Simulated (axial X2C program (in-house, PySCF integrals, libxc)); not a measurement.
# SiBe⁺: properties at the nuclei

Aim: properties at the nuclei of SiBe⁺, with spin–orbit coupling in the Hamiltonian from the start.

Method: two-component X2C with atomic mean-field terms, Si dyall-v3z, Be dyall-cv3z; program: an in-house X2C program for linear molecules on PySCF integrals.

All values are calculated.

### Step 1. Input

Input file task.json:

```json
{
 "zs": [
  14,
  4
 ],
 "q": 1,
 "bas": [
  "dyall-v3z",
  "dyall-cv3z"
 ],
 "r0": 2.18,
 "levels": [
  "PBE0",
  "HF",
  "PBE50",
  "TPSSh",
  "BP86"
 ],
 "nst": 3
}
```

Keys: zs atomic numbers; q charge; bas basis sets; r0 starting distance in Å; levels methods (HF also brings MP2); nst determinants followed.

Command:

```sh
$ python soeom.py task.json out
```

Further steps of the session: Expectation values, lowest determinant; Expectation values, a higher determinant; Expectation values, a higher determinant.

What does the calculation give? Wanted: lowest determinant; Eeff magnitude; Ws magnitude Si; A∥/gI Si; qzz Si; higher determinant (for each run or level that gives them).

**Answer**, as computed:

| quantity | value |
| --- | --- |
| lowest determinant | Ω = 1/2 (excess of +ω over −ω: ω = 1/2) |
| Eeff magnitude (GV/cm), PBE0 | 0.00187 |
| Ws magnitude Si (kHz), PBE0 | 0.00128 |
| A∥/gI Si (MHz), PBE0 | 550 |
| qzz Si (a.u.), PBE0 | -0.81 |
| higher determinant | Ω = 3/2 (excess of +ω over −ω: ω = 3/2) |
| Eeff magnitude (GV/cm), PBE0, higher determinant | 0.000382 |
| Ws magnitude Si (kHz), PBE0, higher determinant | 0.000175 |
| A∥/gI Si (MHz), PBE0, higher determinant | 95.1 |
| qzz Si (a.u.), PBE0, higher determinant | -0.82 |
| higher determinant | Ω = 5/2 (excess of +ω over −ω: 2 × ω = 1/2, ω = 3/2) |
| Eeff magnitude (GV/cm), PBE0, higher determinant | 0.17 |
| Ws magnitude Si (kHz), PBE0, higher determinant | 0.0266 |
| A∥/gI Si (MHz), PBE0, higher determinant | 182 |
| qzz Si (a.u.), PBE0, higher determinant | -0.92 |

**Reading.** In the first state, the effective field runs from 0.00187 to 0.0319 GV/cm over the mean-field levels, so the levels don't agree on it. The expectation values come from single determinants, which for open shells can mix terms of unlike spin or miss the lowest Ω, so a determinant need not be a state. Eeff is the effective electric field on the electron dipole moment in this Ω state and Ws the scalar–pseudoscalar constant (defined with the proton number Z and per Ω); A∥ is the parallel hyperfine constant, which follows by multiplying with the nuclear g factor gI = μI/(I μN); qzz is the electric field gradient, eQq0 = 234.96 MHz × Q/barn × qzz. The operators were transformed with the bare-nucleus X2C matrices. A second determinant lies within 0.1 eV of the first.
